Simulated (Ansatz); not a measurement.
**AlBrH4OSi: harmonic frequencies at the relaxed geometry, by script**

Wanted for AlBrH4OSi: harmonic frequencies at the relaxed geometry.

Computed with Ansatz 0.2.0, driven from Python. Level of theory: PBE+D3(BJ)/def2-SVP.

## (1) The structure

Bond lengths: Al1–O2 1.788 Å, O2–Si3 1.721 Å, Si3–Br4 2.292 Å, Al1–H5 1.661 Å, Al1–H6 1.591 Å, Si3–H7 1.411 Å, Si3–H8 1.493 Å. Angles: Al1–O2–Si3 105.0°, O2–Al1–H5 118.6°, O2–Al1–H6 124.1°, H5–Al1–H6 117.3°, O2–Si3–Br4 107.2°, O2–Si3–H7 111.6°, O2–Si3–H8 107.8°, Br4–Si3–H7 111.2°, Br4–Si3–H8 106.5°, H7–Si3–H8 112.3°.

No structure file is read: the coordinates are typed or built in the script.

## (2) The code

Input file freq_albrh4osi.py:

```python
"""Vibrations and zero-point energy of AlBrH4OSi."""

import itertools
import warnings

import ansatz
from ase import Atoms
from ase.data import atomic_numbers, covalent_radii
from ase.thermochemistry import IdealGasThermo
import numpy as np

warnings.simplefilter("ignore", ansatz.DeckWarning)

atoms = Atoms(["Al", "O", "Si", "Br", "H", "H", "H", "H"], positions=[
    (-0.0434, 1.6221, 0.0957),
    (0.7615, 0.2879, -0.7814),
    (0.0728, -1.1504, -0.133),
    (1.1567, -2.918, -1.1086),
    (-1.4521, 2.2465, -0.5249),
    (0.5083, 2.2664, 1.4422),
    (-1.3169, -1.2119, -0.3676),
    (0.4051, -1.1997, 1.3218),
])
geometry = ansatz.Crystal.molecule_from_ase(atoms)

model = (
    geometry.calculation()
    .basis(gaussian="def2-SVP")
    .functional("pbe", dispersion="d3bj")
)
symbols = [site.symbol for site in geometry.cartesian_sites]
start = np.array([site.position_ang for site in geometry.cartesian_sites], dtype=float)
data = model.relax(force_tolerance=0.003, max_steps=100).run(threads=1, backend="cpu").report
end = np.array(data["positions_ang"])

# pairs closer than 1.2 times the sum of covalent radii, before or after
radius = [covalent_radii[atomic_numbers[s]] for s in symbols]
span = lambda where, i, j: np.linalg.norm(where[i] - where[j])
bonded = [(i, j) for i, j in itertools.combinations(range(len(symbols)), 2) if min(span(start, i, j), span(end, i, j)) < 1.2 * (radius[i] + radius[j])]
print("pair        before    after (A)")
for i, j in bonded:
    print(f"{symbols[i]}{i}-{symbols[j]}{j}".ljust(10), f"{span(start, i, j):8.4f} {span(end, i, j):8.4f}")

# same settings at the minimum
minimum = ansatz.Crystal.molecule()
for symbol, place in zip(symbols, end):
    minimum = minimum.atom(symbol, place.tolist())
vibrating = (
    minimum.calculation()
    .basis(gaussian="def2-SVP")
    .functional("pbe", dispersion="d3bj")
    .phonons(temperatures=(100, 500, 100))
)
vib = vibrating.run(threads=1, backend="cpu").report["vibrations"]
sums = vib["harmonic_sums"]
modes = [m["omega_inv_cm"] for m in sums["modes_at_gamma"] if m["rigid_motion"] == "no"]
print("frequencies (1/cm):", " ".join(f"{w:.0f}" for w in modes))
print("imaginary modes:", sum(w < 0 for w in modes), " zero-point energy:", round(sums["zero_point_energy_ev"], 4), "eV")
# rigid rotor and ideal gas, symmetry number taken as one
gas = IdealGasThermo(vib_energies=[w / 8065.544 for w in modes if w > 0], geometry="linear" if len(modes) == 3 * len(symbols) - 5 else "nonlinear",
                     atoms=Atoms(symbols, positions=end), symmetrynumber=1, spin=0.0)
print(f"H(298 K) - E = {gas.get_enthalpy(298.15, verbose=False):.4f} eV")
print(f"S(298 K, 1 bar) = {96485.33 * gas.get_entropy(298.15, 1e5, verbose=False):.1f} J/(mol K) with symmetry number 1")
```

## (3) The run

On the command line:

```bash
$ python freq_albrh4osi.py
```

**Question.** What results will this script give? Wanted: moves of the relaxation of run 1; energy gained in run 1; last largest force component of run 1; highest frequency; imaginary modes; zero-point energy.

**Answer**, as computed:

```
                             quantity        value
                        runs compared            2
     moves of the relaxation of run 1           53
               energy gained in run 1     0.747 eV
last largest force component of run 1  0.0005 eV/Å
                    highest frequency    2197 cm⁻¹
                      imaginary modes            0
                    zero-point energy     0.971 eV
```

In words: Run 1: The relaxation took 53 moves; the largest shift is 2.135 Å, of atom 5 (H). So large a move can change the bonding: the results belong to the relaxed structure. All frequencies are real, so the geometry is a minimum. The values are harmonic; measured fundamentals also hold anharmonic shifts, mostly downward for stretches. The frequencies are harmonic and unscaled, in a modest basis. The entropy takes a symmetry number of 1; a symmetric molecule's is lower by R ln(sigma).
